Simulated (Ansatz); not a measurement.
I need a geometry optimisation of C2H5AlF2O, SMILES OC(F)(F)[CH2][AlH2]. Use the Ansatz DFT code, driven from Python. Use: PBE0, cc-pVDZ basis, multiplicity 1, D3BJ dispersion.

| atom | x (Å) | y (Å) | z (Å) |
| --- | --- | --- | --- |
| O | -1.0875 | 1.3944 | 0.3822 |
| C | 0.2121 | 1.1810 | 0.0895 |
| F | 0.6937 | 2.2616 | -0.6260 |
| F | 1.0148 | 1.0614 | 1.2628 |
| C | 0.3635 | -0.0821 | -0.7881 |
| Al | -0.1841 | -1.7565 | 0.1561 |
| H | -1.3564 | 0.8933 | 1.1636 |
| H | -0.2134 | 0.0469 | -1.6971 |
| H | 1.4282 | -0.1753 | -1.0288 |
| H | 0.8828 | -2.9423 | 0.3909 |
| H | -1.6883 | -1.9395 | 0.7154 |

`c2h5alf2o.py`
```python
"""Relax the C2H5AlF2O molecule."""

import itertools
import logging
import sys

import ansatz as az
from ase.data import atomic_numbers, covalent_radii
import numpy as np

logging.basicConfig(stream=sys.stdout, format="%(levelname)s %(message)s")
log = logging.getLogger("ansatz_job")
log.setLevel(logging.INFO)


def main() -> None:
    geometry_ang = [
        ("O", [-1.0875, 1.3944, 0.3822]),
        ("C", [0.2121, 1.181, 0.0895]),
        ("F", [0.6937, 2.2616, -0.626]),
        ("F", [1.0148, 1.0614, 1.2628]),
        ("C", [0.3635, -0.0821, -0.7881]),
        ("Al", [-0.1841, -1.7565, 0.1561]),
        ("H", [-1.3564, 0.8933, 1.1636]),
        ("H", [-0.2134, 0.0469, -1.6971]),
        ("H", [1.4282, -0.1753, -1.0288]),
        ("H", [0.8828, -2.9423, 0.3909]),
        ("H", [-1.6883, -1.9395, 0.7154]),
    ]
    c2h5alf2o = az.Crystal.molecule()
    for symbol, xyz in geometry_ang:
        c2h5alf2o = c2h5alf2o.atom(symbol, xyz)

    job = (
        c2h5alf2o.calculation()
        .basis(gaussian="cc-pVDZ")
        .functional("pbe0", dispersion="d3bj")
    )
    symbols = [site.symbol for site in c2h5alf2o.cartesian_sites]
    start = np.array([site.position_ang for site in c2h5alf2o.cartesian_sites], dtype=float)
    def progress(event):
        if event["event"] == "relax_step":
            row = event["data"]
            log.info(f"step {row['step']:3d}  E = {row['lagrangian_ev']:.6f} eV  largest force component {row['allowed_force_max_ev_ang']:.4f} eV/A")


    summary = job.relax(force_tolerance=0.005).session().plan().execute(on_event=progress).report
    end = np.array(summary["positions_ang"])

    log.info("reference energy %16.6f eV" % summary["reference_energy_ev"])
    log.info("total energy     %16.6f eV" % summary["free_energy_ev"])
    print("occupied orbitals outside the frozen core (up, down):", summary["n_occupied"], " frozen:", summary["n_frozen"], " virtual:", summary["n_virtual"])

    # pairs closer than 1.2 times the sum of covalent radii, before or after
    radius = [covalent_radii[atomic_numbers[s]] for s in symbols]
    span = lambda where, i, j: np.linalg.norm(where[i] - where[j])
    bonded = [(i, j) for i, j in itertools.combinations(range(len(symbols)), 2) if min(span(start, i, j), span(end, i, j)) < 1.2 * (radius[i] + radius[j])]
    log.info("pair        before    after (A)")
    for i, j in bonded:
        print(f"{symbols[i]}{i}-{symbols[j]}{j}".ljust(10), f"{span(start, i, j):8.4f} {span(end, i, j):8.4f}")

    charges = summary["charge_distribution"]
    dipole = np.array(charges["dipole_moment_e_ang"]) * 4.803205
    log.info("dipole (D): {:.3f} {:.3f} {:.3f}, length {:.3f}".format(*dipole, np.linalg.norm(dipole)))
    log.info("atom  Mulliken   Lowdin")
    for symbol, m, l in zip(symbols, charges["mulliken_charges_e"], charges["lowdin_charges_e"]):
        log.info(f"{symbol:4s} {m:9.3f} {l:8.3f}")
    with open("c2h5alf2o_opt.xyz", "w") as handle:
        handle.write(f"{len(symbols)}\nrelaxed C2H5AlF2O\n")
        handle.writelines(f"{s:2s} {x:11.6f} {y:11.6f} {z:11.6f}\n" for s, (x, y, z) in zip(symbols, end))


if __name__ == "__main__":
    main()
```

`python c2h5alf2o.py` gives:
```text
INFO step   1  E = -16220.498975 eV  largest force component 1.6655 eV/A
INFO step   2  E = -16220.698558 eV  largest force component 0.9396 eV/A
INFO step   3  E = -16220.741975 eV  largest force component 0.2627 eV/A
INFO step   4  E = -16220.773496 eV  largest force component 0.2426 eV/A
INFO step   5  E = -16220.792571 eV  largest force component 0.3722 eV/A
INFO step   6  E = -16220.789410 eV  largest force component 0.4495 eV/A
INFO step   7  E = -16220.815734 eV  largest force component 0.2312 eV/A
INFO step   8  E = -16220.836893 eV  largest force component 0.5253 eV/A
INFO step   9  E = -16220.855870 eV  largest force component 1.4407 eV/A
INFO step  10  E = -16220.903528 eV  largest force component 1.2515 eV/A
INFO step  11  E = -16221.024758 eV  largest force component 0.7849 eV/A
INFO step  12  E = -16221.042832 eV  largest force component 1.0226 eV/A
INFO step  13  E = -16221.091625 eV  largest force component 0.7090 eV/A
INFO step  14  E = -16221.152675 eV  largest force component 0.7305 eV/A
INFO step  15  E = -16221.304855 eV  largest force component 1.4219 eV/A
INFO step  16  E = -16221.471240 eV  largest force component 1.8860 eV/A
INFO step  17  E = -16221.343455 eV  largest force component 2.0680 eV/A
INFO step  18  E = -16221.639900 eV  largest force component 1.5319 eV/A
INFO step  19  E = -16221.772577 eV  largest force component 1.0369 eV/A
INFO step  20  E = -16221.843187 eV  largest force component 0.4634 eV/A
INFO step  21  E = -16221.863660 eV  largest force component 0.8578 eV/A
INFO step  22  E = -16221.898622 eV  largest force component 0.3712 eV/A
INFO step  23  E = -16221.928167 eV  largest force component 0.5349 eV/A
INFO step  24  E = -16221.948089 eV  largest force component 0.3931 eV/A
INFO step  25  E = -16221.961936 eV  largest force component 0.1900 eV/A
INFO step  26  E = -16221.965388 eV  largest force component 0.1088 eV/A
INFO step  27  E = -16221.967434 eV  largest force component 0.0832 eV/A
INFO step  28  E = -16221.967716 eV  largest force component 0.0333 eV/A
INFO step  29  E = -16221.967822 eV  largest force component 0.0178 eV/A
INFO step  30  E = -16221.967840 eV  largest force component 0.0133 eV/A
INFO step  31  E = -16221.967856 eV  largest force component 0.0078 eV/A
INFO step  32  E = -16221.967860 eV  largest force component 0.0024 eV/A
INFO reference energy    -16221.777108 eV
INFO total energy        -16221.967890 eV
occupied orbitals outside the frozen core (up, down): [28, 28]  frozen: 0  virtual: [85, 85]
INFO pair        before    after (A)
O0-C1        1.3491   1.2878
O0-H6        0.9664   1.0187
C1-F2        1.3826   1.3050
C1-F3        1.4266   3.1432
C1-C4        1.5455   1.3819
F3-Al5       3.2562   1.7073
C4-Al5       1.9987   2.2068
C4-H7        1.0843   1.0940
C4-H8        1.0955   1.0907
Al5-H9       1.6123   1.5891
Al5-H10      1.6152   1.6555
INFO dipole (D): -1.304 0.858 -3.301, length 3.652
INFO atom  Mulliken   Lowdin
INFO O       -0.124    0.410
INFO C        0.304   -0.378
INFO F       -0.087    0.315
INFO F       -0.415    0.004
INFO C       -0.250   -0.037
INFO Al       0.485   -0.266
INFO H        0.196   -0.051
INFO H        0.126    0.077
INFO H        0.100    0.058
INFO H       -0.126   -0.075
INFO H       -0.209   -0.058
```

It writes `c2h5alf2o_opt.xyz`:
```text
11
relaxed C2H5AlF2O
O    -1.171805    1.441217    0.229514
C    -0.031395    1.262914   -0.341581
F     0.775708    2.274898   -0.175596
F     1.127996   -0.532796    1.962984
C     0.399692    0.121356   -0.990155
Al    0.214708   -1.262665    0.718703
H    -1.508175    0.510965    0.472915
H    -0.365474   -0.439791   -1.534734
H     1.400171    0.152062   -1.423456
H     0.608136   -2.717357    0.214397
H    -1.384162   -0.867902    0.887509
```

Caveats:
- Total energies depend on the basis set; only differences at equal settings carry meaning.
- The end point is the stationary point reached from this start; no frequency run checks that it is a minimum, and the basis set is modest.
- The Löwdin charges here are taken after orthogonalising the functions within each atom; they differ from plain Löwdin charges, and their signs can be unphysical.
- Total less reference energy is the dispersion correction.
- The bonding changed during the relaxation, so the end is another isomer than the start names.
- Hardware and time: 3.9 min on 1 thread of Arm Neoverse V1, on a shared host, peak memory 0.34 GiB.
